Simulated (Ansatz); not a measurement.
The system is CsLiCr2Te2S3.

```
Cs Li Cr Te S
1.0
     3.42162   -5.18069    0.00784
     3.42162    5.18069    0.00784
    -2.90411    0.00000    7.43093
Cs Li Cr Te S
1 1 2 2 3
Direct
  0.09374 0.09374 0.00853
  0.58875 0.58875 0.55336
  0.05646 0.46755 0.55790
  0.46755 0.05646 0.55790
  0.56486 0.87357 0.29035
  0.87357 0.56486 0.29035
  0.81151 0.39697 0.73347
  0.39697 0.81151 0.73347
  0.21404 0.21404 0.48371
```

The cell was built by a generator and needn't be a form met in nature.

```yaml
Program: Ansatz 0.2.0
Task: relaxation of cell and atoms
Functional: PBEsol
Potentials_or_basis: all-electron PAW datasets made for the crystal
k_mesh: 3 × 3 × 2
Occupations: fermi-dirac, width 0.05 eV
Spin: collinear spin, ferromagnetic start
Starting_moments: "[0.0, 0.0, 3.0, 3.0, 0.0, 0.0, 0.0, 0.0, 0.0] μB"
```

At the start: volume 29.30 Å³/atom.

**Question.** How do energy, volume and symmetry change on relaxing?

**Answer.** Over 31 steps the energy falls by 107.6 meV/atom and the volume is 25.51 Å³/atom (-12.9 %); space group Cm (No. 8, to 0.05 Å); moment 4.80 μB per cell.

Step by step:
| step | energy change (eV) | largest force (eV/Å) | volume (Å³) |
| --- | --- | --- | --- |
| 1 | 0.0000 | 0.2764 | 263.68 |
| 2 | -0.0744 | 0.3620 | 249.40 |
| 3 | -0.1262 | 0.1031 | 244.95 |
| 4 | -0.1303 | 0.1535 | 243.14 |
| 5 | -0.1478 | 0.0656 | 236.05 |
| 6 | -0.1603 | 0.1127 | 232.86 |
| 7 | -0.1832 | 0.1847 | 230.53 |
| 8 | -0.3472 | 0.3906 | 230.80 |
| 9 | -0.3813 | 0.3625 | 219.06 |
| 10 | -0.4731 | 0.2154 | 229.07 |
| 11 | -0.5088 | 0.1144 | 233.74 |
| 12 | -0.5273 | 0.1481 | 236.36 |
| 13 | -0.5480 | 0.1908 | 238.98 |
| 14 | -0.5542 | 0.3549 | 243.81 |
| 15 | -0.5786 | 0.0954 | 242.45 |
| 16 | -0.5841 | 0.1993 | 244.31 |
| 17 | -0.6022 | 0.0592 | 249.20 |
| 18 | -0.6281 | 0.1248 | 257.45 |
| 19 | -0.6707 | 0.1347 | 261.70 |
| 20 | -0.7256 | 0.1100 | 263.48 |
| 21 | -0.7781 | 0.1390 | 259.68 |
| 22 | -0.7874 | 0.1857 | 259.22 |
| 23 | -0.7941 | 0.3015 | 245.94 |
| 24 | -0.8597 | 0.1861 | 248.25 |
| 25 | -0.8973 | 0.0859 | 245.70 |
| 26 | -0.9378 | 0.0593 | 239.86 |
| 27 | -0.9588 | 0.0937 | 231.25 |
| 28 | -0.9646 | 0.1022 | 229.33 |
| 29 | -0.9674 | 0.0205 | 230.69 |
| 30 | -0.9682 | 0.0137 | 229.60 |
| 31 | -0.9681 | 0.0138 | 229.60 |

Final structure:
```
Cs Li Cr Te S
1.0
     2.93080   -5.14324    0.38480
     2.93080    5.14324    0.38480
    -1.66878    0.00000    7.39689
Cs Li Cr Te S
1 1 2 2 3
Cartesian
  -0.0852 0.0000 -0.1286
  2.6996 0.0000 4.4573
  0.3153 1.9869 4.2807
  0.3153 -1.9869 4.2807
  5.2021 3.0536 2.7957
  5.2021 -3.0536 2.7957
  1.8861 -1.8506 5.8801
  1.8861 1.8506 5.8801
  -0.6036 0.0000 4.0224
```

Caveat: the k mesh is coarse (spacing up to 0.42 Å⁻¹), so the values aren't converged; the k mesh is thin for a metal, which can move the energy by tens of meV per atom; only a ferromagnetic start was run, and an antiferromagnetic order may lie lower in energy.
